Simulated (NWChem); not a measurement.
# B3LYP-D3(BJ)/def2-SVP run of GaCNCl2 (SMILES N#[C][Ga]([Cl])[Cl])

We compute a geometry optimisation of GaCNCl2. 

Program for the calculation: NWChem 7.3.0.

1 further run of the same task is left out (set aside as unsound or not needed).

## Step 1: The molecule

GaCNCl2 has 5 atoms, charge 0, and is taken as a singlet. SMILES: `N#[C][Ga]([Cl])[Cl]`. The shape is that of a PBE0-D4/def2-TZVP optimisation. The run starts from this shape.

Bond lengths: N1–C2 1.152 Å, C2–Ga3 1.918 Å, Ga3–Cl4 2.106 Å, Ga3–Cl5 2.106 Å. Angles: N1–C2–Ga3 180.0°, C2–Ga3–Cl4 119.8°, C2–Ga3–Cl5 119.8°, Cl4–Ga3–Cl5 120.5°.

## Step 2: A structure relaxation at B3LYP-D3(BJ)/def2-SVP

a.nw reads:

```
start a
title "CCl2GaN B3LYP"
memory total 2200 mb

geometry units atomic
  N    1.71889488  -2.49084800   3.61693580
  C    0.93257984  -1.35115418   1.93734722
  Ga  -0.37681139   0.54556393  -0.86114819
  Cl  -3.27961969  -0.99437389  -3.10519797
  Cl   1.09925369   4.15172830  -1.66636050
end

basis spherical bse
  N library def2-SVP
  C library def2-SVP
  Ga library def2-SVP
  Cl library def2-SVP
end

dft
  xc b3lyp
  mult 1
  disp vdw 4
  grid fine
  convergence energy 1e-07
  maxiter 100
  mulliken
  print low
end

driver
  maxiter 60
end

freq
  temp 3 298.15 400 700
end

task dft optimize
task dft frequencies
```

Run with:

```sh
$ nwchem a.nw > a.out
```

Log:

```text
[...]
 Group name             C2v
[...]
 d= 0,ls=0.0,diis     1  -2937.5661100776 -3.41D+03  1.98D-02  8.56D-01     0.9
[...]
         Total DFT energy =    -2937.685490752174
[...]
@    0   -2937.68549075  0.0D+00  0.02369  0.00738  0.00000  0.00000     10.3
[...]
         Total DFT energy =    -2937.685767315196
[...]
@    1   -2937.68586516 -3.7D-04  0.00637  0.00299  0.00801  0.02354     21.4
[...]
         Total DFT energy =    -2937.686075858755
[...]
@    2   -2937.68607586 -2.1D-04  0.00026  0.00011  0.01131  0.02519     31.8
[...]
         Total DFT energy =    -2937.686076436644
[...]
         Total DFT energy =  -2937.686076436644
                         DFT ENERGY GRADIENTS
    atom               coordinates                        gradient
                 x          y          z           x          y          z
   1 N       0.000000   0.000000   5.896306    0.000000   0.000000  -0.000023
   2 C       0.000000   0.000000   3.701324    0.000000   0.000000   0.000243
   3 Ga      0.000000   0.000000   0.062838    0.000000   0.000000  -0.000401
   4 Cl      0.000000  -3.489051  -1.938165    0.000000  -0.000020   0.000091
   5 Cl      0.000000   3.489051  -1.938165    0.000000   0.000020   0.000091
[...]
@    3   -2937.68607644 -5.8D-07  0.00022  0.00007  0.00045  0.00094     36.7
[...]
      Optimization converged
[...]
@    3   -2937.68607644 -5.8D-07  0.00022  0.00007  0.00045  0.00094     36.7
[...]
 d= 0,ls=0.0,diis     4  -2937.6860764022 -6.08D-10  8.35D-08  8.36D-11    41.3
         Total DFT energy =    -2937.686076402154
      One electron energy =    -5013.471578295572
           Coulomb energy =     1750.309458203706
    Exchange-Corr. energy =     -143.947026109836
 Nuclear repulsion energy =      469.432791204551
    Dispersion correction =       -0.009721405003
[...]
      Total Density - Mulliken Population Analysis
     ---------------------------------------------
    Atom       Charge   Shell Charges
 -----------   ------   -------------------------------------------------------
    1 N    7     6.94   1.99  1.11  0.52  2.20  1.10  0.03
    2 C    6     6.22   1.99  0.98  0.41  1.99  0.83  0.03
    3 Ga  31    30.49   2.00  2.00  1.99  1.05 -0.02  6.00  5.98  0.93  0.35  8.05  1.84  0.32
    4 Cl  17    17.17   2.00  1.98  1.28  0.66  5.93  2.15  3.14  0.01
    5 Cl  17    17.17   2.00  1.98  1.28  0.66  5.93  2.15  3.14  0.01
[...]
 Zero-Point correction to Energy  =    6.579 kcal/mol  (  0.010485 au)
 Thermal correction to Energy     =   19.074 kcal/mol  (  0.030396 au)
 Thermal correction to Enthalpy   =   20.464 kcal/mol  (  0.032612 au)
 Total Entropy                    =  102.972 cal/mol-K
   - Translational                =   45.428 cal/mol-K (mol. weight = 164.8665)
   - Rotational                   =   29.863 cal/mol-K (symmetry #  =        2)
   - Vibrational                  =   27.682 cal/mol-K
 Cv (constant volume heat capacity) =   21.674 cal/mol-K
   - Translational                  =    2.979 cal/mol-K
   - Rotational                     =    2.979 cal/mol-K
   - Vibrational                    =   15.715 cal/mol-K
[...]
 Normal Eigenvalue ||           Projected Infra Red Intensities
  Mode   [cm**-1]  || [atomic units] [(debye/angs)**2] [(KM/mol)] [arbitrary]
 ------ ---------- || -------------- ----------------- ---------- -----------
    1       -0.000 ||    0.000048           0.001         0.047       0.030
    2       -0.000 ||    0.000016           0.000         0.015       0.010
    3       -0.000 ||    0.000247           0.006         0.241       0.154
    4       -0.000 ||    0.000501           0.012         0.488       0.311
    5       -0.000 ||    0.000040           0.001         0.039       0.025
    6       -0.000 ||    0.000061           0.001         0.059       0.038
    7       87.002 ||    0.008910           0.206         8.686       5.529
    8      113.282 ||    0.016012           0.369        15.610       9.937
    9      127.083 ||    0.007366           0.170         7.181       4.571
   10      276.527 ||    0.001936           0.045         1.888       1.202
   11      314.165 ||    0.005327           0.123         5.193       3.306
   12      389.380 ||    0.001688           0.039         1.645       1.048
   13      473.293 ||    0.084477           1.949        82.353      52.426
   14      502.329 ||    0.078900           1.820        76.916      48.965
[...]
```

It took 2.2 min on 1 thread of Intel Xeon 6975P-C (Granite Rapids), shared host; peak memory 0.19 GiB.

Steps, from the record of the run:

```csv
step,energy from the first frame kept (eV)
0,0.0000
1,-0.0102
2,-0.0159
3,-0.0159
```

After the run. Bond lengths: N1–C2 1.162 Å, C2–Ga3 1.925 Å, Ga3–Cl4 2.128 Å, Ga3–Cl5 2.128 Å. Angles: N1–C2–Ga3 180.0°, C2–Ga3–Cl4 119.8°, C2–Ga3–Cl5 119.8°, Cl4–Ga3–Cl5 120.3°.

## Step 3: What came out

At B3LYP-D3(BJ)/def2-SVP:

| quantity | value |
| --- | --- |
| total energy at the end | -2937.68608 Eh |
| dispersion energy | -25.52 kJ/mol |
| lowest harmonic wavenumber | 87 cm⁻¹ |
| highest harmonic wavenumber | 2321 cm⁻¹ |
| zero-point energy | 27.5 kJ/mol |
| ideal-gas entropy at 298.15 K (symmetry number 2 as used) | 83.7 cal/(mol K) |

What this shows: At the final geometry: Bond lengths: N1–C2 1.162 Å, C2–Ga3 1.925 Å, Ga3–Cl4 2.128 Å, Ga3–Cl5 2.128 Å. Angles: N1–C2–Ga3 180.0°, C2–Ga3–Cl4 119.8°, C2–Ga3–Cl5 119.8°, Cl4–Ga3–Cl5 120.3°. All 9 modes are real, so the shape is a minimum at this level. The optimisation took 4 steps and changed the energy by -0.016 eV.
